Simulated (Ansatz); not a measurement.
# CH5BOSi: the cost of one run

Computed with Ansatz 0.2.0, Gaussian basis. Level: the settings change from run to run.

### Step 1. The relaxed structure

The structure was relaxed beforehand with PBE0-D4 in a triple-zeta def2 set.

SMILES `[SiH3]C1BO1`, 9 atoms, charge 0, spin multiplicity 1.

Atoms are counted from 1 here; the program's logs count them from 0.

Bond lengths: Si1–C2 1.867 Å, Si1–H5 1.487 Å, Si1–H6 1.486 Å, Si1–H7 1.487 Å, C2–B3 1.516 Å, C2–O4 1.527 Å, C2–H8 1.090 Å, B3–O4 1.325 Å, B3–H9 1.183 Å. Angles: C2–Si1–H5 107.9°, C2–Si1–H6 109.4°, C2–Si1–H7 111.7°, H5–Si1–H6 109.7°, H5–Si1–H7 109.0°, H6–Si1–H7 109.1°, Si1–C2–B3 124.3°, Si1–C2–O4 115.0°, Si1–C2–H8 117.1°, B3–C2–O4 51.6°, B3–C2–H8 117.6°, O4–C2–H8 110.9°, C2–B3–O4 64.6°, C2–B3–H9 157.7°, O4–B3–H9 137.7°, C2–O4–B3 63.8°.

### Step 2. B2GP-PLYP/aug-cc-pVTZ

Set apart from the defaults: unrestricted orbitals.

File in.yaml:

```yaml
crystal:
  periodic: [false, false, false]
  atoms:
    - {symbol: Si, position_ang: [0.219915, 1.232255, -0.348726]}
    - {symbol: C, position_ang: [0.310015, -0.625307, -0.184089]}
    - {symbol: B, position_ang: [-0.704375, -1.467112, 0.564388]}
    - {symbol: O, position_ang: [0.382420, -1.143939, 1.250028]}
    - {symbol: H, position_ang: [-0.069259, 1.551479, -1.772220]}
    - {symbol: H, position_ang: [-0.873764, 1.751759, 0.512477]}
    - {symbol: H, position_ang: [1.498406, 1.882403, 0.042383]}
    - {symbol: H, position_ang: [1.024929, -1.145683, -0.821722]}
    - {symbol: H, position_ang: [-1.699787, -2.082056, 0.740282]}
basis:
  gaussian: {orbitals: aug-cc-pVTZ}
magnetization: {spin_polarized: true, initial_magnetization: 0}
hamiltonian: {xc: {name: B2GP-PLYP}}
output: {forces: true}
```

On the command line:

```sh
$ ansatz run in.yaml --threads 2 --pin off --events-out ev --progress --plain --max-ram 4352MiB
```

Q: Estimate wall time and peak memory on 2 threads of Arm Neoverse V1, shared host.

About 78 s, with a peak of 1.7 GiB.
